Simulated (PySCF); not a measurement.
**The bond of AlHg+, level by level**

One table from this session's results is given with a row withheld; the runs are named, their logs left out.

Computed with PySCF 2.14.0. Level: Al def2-SVP, Hg def2-SVP with ECP60, scalar-relativistic core potentials.

The first run:

The job is set up so:

```yaml
atoms: Al, Hg
charge: 1
basis: Al def2-SVP, Hg def2-SVP with ECP60
Hamiltonian: scalar-relativistic core potentials
basis_functions: 50
electrons_treated: 32
masses_in_u: 26.9815, 201.9706
levels: PBE0, PBE, r²SCAN, B97-3, PBEsol, r²SCANh, HSE06, HF, MP2, SCS-MP2, CCSD, CCSD(T)
grid: 80 radial by 434 angular points
occupations: held fixed by the projection of orbital angular momentum
dissociation_limit: Al+ + Hg, each in its ground configuration
starting_distance_in_angstrom: 2.670
values_of_2S_to_try: 0, 2
```

Command:

```console
$ OMP_NUM_THREADS=1 python dia.py task.json out
```

Steps of the session up to this table: Set-up; First curve: PBE0; Other states along the same grid; PBE (GGA); r²SCAN; B97-3 (global hybrid GGA); PBEsol (GGA); r²SCANh (hybrid meta-GGA); HSE06; RHF (mean field); Correlated methods on the Hartree–Fock reference.

One table of the session follows, with a row left open; its other results are not shown here.

It belongs to the step «The curves together». Energy (eV) from each level's lowest point:

```
R (Å)    RHF  RHF-MP2  RHF-SCS-MP2  RHF-CCSD  RHF-CCSD(T)
2.551  0.493    0.235        0.271       n/a          n/a
2.669  0.294    0.107        0.133     0.145        0.124
2.788  0.164    0.037        0.054     0.061        0.047
2.877  0.099    0.011        0.021     0.025        0.017
2.966  0.054    0.000        0.005     0.006        0.002
3.055  0.025    0.000        0.000     0.000        0.000
3.174      ?        ?            ?         ?            ?
3.322  0.000    0.037        0.025     0.022        0.032
3.500  0.012    0.075        0.056     0.052        0.067
3.737  0.042    0.125        0.100       n/a          n/a
```

**Question.** Estimate the row for R (Å) = 3.174.

Worked estimate for «RHF». A straight line through the neighbours (3.055, 0.025) and (3.322, 0.000) gives 0.025 + (0.000 − 0.025) × (3.174 − 3.055) / (3.322 − 3.055) = 0.014; a parabola fitted to 4 rows on both sides gives 0.007.

As computed: RHF: 0.005; RHF-MP2: 0.012; RHF-SCS-MP2: 0.006; RHF-CCSD: 0.004; RHF-CCSD(T): 0.009. In «RHF» the line misses by +0.009 and the parabola by +0.002.
